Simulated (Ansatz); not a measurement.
# Si with a defect (Sb on a Si site): a single-point run

Wanted: field gradients for Si with a defect (Sb on a Si site).

Method: DFT, PBE, plane-wave PAW, default files, scalar-relativistic, in Ansatz 0.2.0.

## 1. The starting structure

The structure is monoclinic, space group Pm (No. 6). Conventional cell: a = 7.332 Å, b = 8.304 Å, c = 8.812 Å, α = 90.00°, β = 106.10°, γ = 90.00°. Sb (site symmetry m) is surrounded by 12 Si at 2.44 to 2.51 Å. Si (site symmetry m) has 12 Si at 2.44 to 2.51 Å as nearest neighbours. Around Si (site symmetry m) lie 11 Si at 2.44 to 2.51 Å and 1 Sb at 2.44 Å. Only part of the 36 independent sites is listed.

The input asks for a charge of +1 e on the cell.

Coordinates:

```cif
data_structure
_symmetry_space_group_name_H-M 'P 1'
_symmetry_Int_Tables_number 1
_cell_length_a 7.3320
_cell_length_b 9.7760
_cell_length_c 8.3040
_cell_angle_alpha 90.000
_cell_angle_beta 90.000
_cell_angle_gamma 120.000
_cell_volume 515.47
loop_
_atom_site_label
_atom_site_type_symbol
_atom_site_fract_x
_atom_site_fract_y
_atom_site_fract_z
_atom_site_occupancy
Sb1 Sb 0.11111 0.16667 0.12500 1
Si1 Si 0.11111 0.16667 0.62500 1
Si2 Si 0.11111 0.41667 0.12500 1
Si3 Si 0.11111 0.41667 0.62500 1
Si4 Si 0.11111 0.66667 0.12500 1
Si5 Si 0.11111 0.66667 0.62500 1
Si6 Si 0.11111 0.91667 0.12500 1
Si7 Si 0.11111 0.91667 0.62500 1
Si8 Si 0.44444 0.16667 0.12500 1
Si9 Si 0.44444 0.16667 0.62500 1
Si10 Si 0.44444 0.41667 0.12500 1
Si11 Si 0.44444 0.41667 0.62500 1
Si12 Si 0.44444 0.66667 0.12500 1
Si13 Si 0.44444 0.66667 0.62500 1
Si14 Si 0.44444 0.91667 0.12500 1
Si15 Si 0.44444 0.91667 0.62500 1
Si16 Si 0.77778 0.16667 0.12500 1
Si17 Si 0.77778 0.16667 0.62500 1
Si18 Si 0.77778 0.41667 0.12500 1
Si19 Si 0.77778 0.41667 0.62500 1
Si20 Si 0.77778 0.66667 0.12500 1
Si21 Si 0.77778 0.66667 0.62500 1
Si22 Si 0.77778 0.91667 0.12500 1
Si23 Si 0.77778 0.91667 0.62500 1
Si24 Si 0.22222 0.08333 0.37500 1
Si25 Si 0.22222 0.08333 0.87500 1
Si26 Si 0.22222 0.33333 0.37500 1
Si27 Si 0.22222 0.33333 0.87500 1
Si28 Si 0.22222 0.58333 0.37500 1
Si29 Si 0.22222 0.58333 0.87500 1
Si30 Si 0.22222 0.83333 0.37500 1
Si31 Si 0.22222 0.83333 0.87500 1
Si32 Si 0.55556 0.08333 0.37500 1
Si33 Si 0.55556 0.08333 0.87500 1
Si34 Si 0.55556 0.33333 0.37500 1
Si35 Si 0.55556 0.33333 0.87500 1
Si36 Si 0.55556 0.58333 0.37500 1
Si37 Si 0.55556 0.58333 0.87500 1
Si38 Si 0.55556 0.83333 0.37500 1
Si39 Si 0.55556 0.83333 0.87500 1
Si40 Si 0.88889 0.08333 0.37500 1
Si41 Si 0.88889 0.08333 0.87500 1
Si42 Si 0.88889 0.33333 0.37500 1
Si43 Si 0.88889 0.33333 0.87500 1
Si44 Si 0.88889 0.58333 0.37500 1
Si45 Si 0.88889 0.58333 0.87500 1
Si46 Si 0.88889 0.83333 0.37500 1
Si47 Si 0.88889 0.83333 0.87500 1
```

## 2. The run

input.yaml reads:

```yaml
crystal:
  lattice:
    - [7.332, 0.0, 0.0]
    - [-4.888, 8.4662643472, 0.0]
    - [0.0, 0.0, 8.304]
  atoms:
    - { symbol: Sb, position: [0.1111111111, 0.1666666667, 0.125] }
    - { symbol: Si, position: [0.1111111111, 0.1666666667, 0.625] }
    - { symbol: Si, position: [0.1111111111, 0.4166666667, 0.125] }
    - { symbol: Si, position: [0.1111111111, 0.4166666667, 0.625] }
    - { symbol: Si, position: [0.1111111111, 0.6666666667, 0.125] }
    - { symbol: Si, position: [0.1111111111, 0.6666666667, 0.625] }
    - { symbol: Si, position: [0.1111111111, 0.9166666667, 0.125] }
    - { symbol: Si, position: [0.1111111111, 0.9166666667, 0.625] }
    - { symbol: Si, position: [0.4444444444, 0.1666666667, 0.125] }
    - { symbol: Si, position: [0.4444444444, 0.1666666667, 0.625] }
    - { symbol: Si, position: [0.4444444444, 0.4166666667, 0.125] }
    - { symbol: Si, position: [0.4444444444, 0.4166666667, 0.625] }
    - { symbol: Si, position: [0.4444444444, 0.6666666667, 0.125] }
    - { symbol: Si, position: [0.4444444444, 0.6666666667, 0.625] }
    - { symbol: Si, position: [0.4444444444, 0.9166666667, 0.125] }
    - { symbol: Si, position: [0.4444444444, 0.9166666667, 0.625] }
    - { symbol: Si, position: [0.7777777778, 0.1666666667, 0.125] }
    - { symbol: Si, position: [0.7777777778, 0.1666666667, 0.625] }
    - { symbol: Si, position: [0.7777777778, 0.4166666667, 0.125] }
    - { symbol: Si, position: [0.7777777778, 0.4166666667, 0.625] }
    - { symbol: Si, position: [0.7777777778, 0.6666666667, 0.125] }
    - { symbol: Si, position: [0.7777777778, 0.6666666667, 0.625] }
    - { symbol: Si, position: [0.7777777778, 0.9166666667, 0.125] }
    - { symbol: Si, position: [0.7777777778, 0.9166666667, 0.625] }
    - { symbol: Si, position: [0.2222222222, 0.0833333333, 0.375] }
    - { symbol: Si, position: [0.2222222222, 0.0833333333, 0.875] }
    - { symbol: Si, position: [0.2222222222, 0.3333333333, 0.375] }
    - { symbol: Si, position: [0.2222222222, 0.3333333333, 0.875] }
    - { symbol: Si, position: [0.2222222222, 0.5833333333, 0.375] }
    - { symbol: Si, position: [0.2222222222, 0.5833333333, 0.875] }
    - { symbol: Si, position: [0.2222222222, 0.8333333333, 0.375] }
    - { symbol: Si, position: [0.2222222222, 0.8333333333, 0.875] }
    - { symbol: Si, position: [0.5555555556, 0.0833333333, 0.375] }
    - { symbol: Si, position: [0.5555555556, 0.0833333333, 0.875] }
    - { symbol: Si, position: [0.5555555556, 0.3333333333, 0.375] }
    - { symbol: Si, position: [0.5555555556, 0.3333333333, 0.875] }
    - { symbol: Si, position: [0.5555555556, 0.5833333333, 0.375] }
    - { symbol: Si, position: [0.5555555556, 0.5833333333, 0.875] }
    - { symbol: Si, position: [0.5555555556, 0.8333333333, 0.375] }
    - { symbol: Si, position: [0.5555555556, 0.8333333333, 0.875] }
    - { symbol: Si, position: [0.8888888889, 0.0833333333, 0.375] }
    - { symbol: Si, position: [0.8888888889, 0.0833333333, 0.875] }
    - { symbol: Si, position: [0.8888888889, 0.3333333333, 0.375] }
    - { symbol: Si, position: [0.8888888889, 0.3333333333, 0.875] }
    - { symbol: Si, position: [0.8888888889, 0.5833333333, 0.375] }
    - { symbol: Si, position: [0.8888888889, 0.5833333333, 0.875] }
    - { symbol: Si, position: [0.8888888889, 0.8333333333, 0.375] }
    - { symbol: Si, position: [0.8888888889, 0.8333333333, 0.875] }
total_charge: 1
kpoints:
  mp_grid: { grid: [3, 2, 2] }
scf:
  occupations: { method: fermi_dirac, width: 0.01 }
  max_iter: 60
hamiltonian:
  xc: pbe
  pseudopotentials: { kind: paw }
output:
  forces: true
  stress: true
  populations: true
  efg: { quadrupole_moments_barn: { Sb: -0.543 }, contact_densities: true }
basis:
  ecutrho_ratio: 2
```

On the command line:

```sh
$ ansatz run input.yaml --threads 1 --pin off --max-ram 3072MiB --backend cpu --events-out ev --progress --plain --runs-dir out
```

What happens when this is run?

The run converged and reported no error, with warnings (cutoff below recommended, gradients without spin orbit). It gives a pressure of 58 GPa and a largest force of 2.3 eV/Å, which is large; a structure far from rest gives such values too, whatever the setting.

In the input, basis.ecutrho_ratio is 2. The risk: density grid too coarse. The run converged, but that does not make its result sound.

To check: delete basis.ecutrho_ratio (the default then holds).
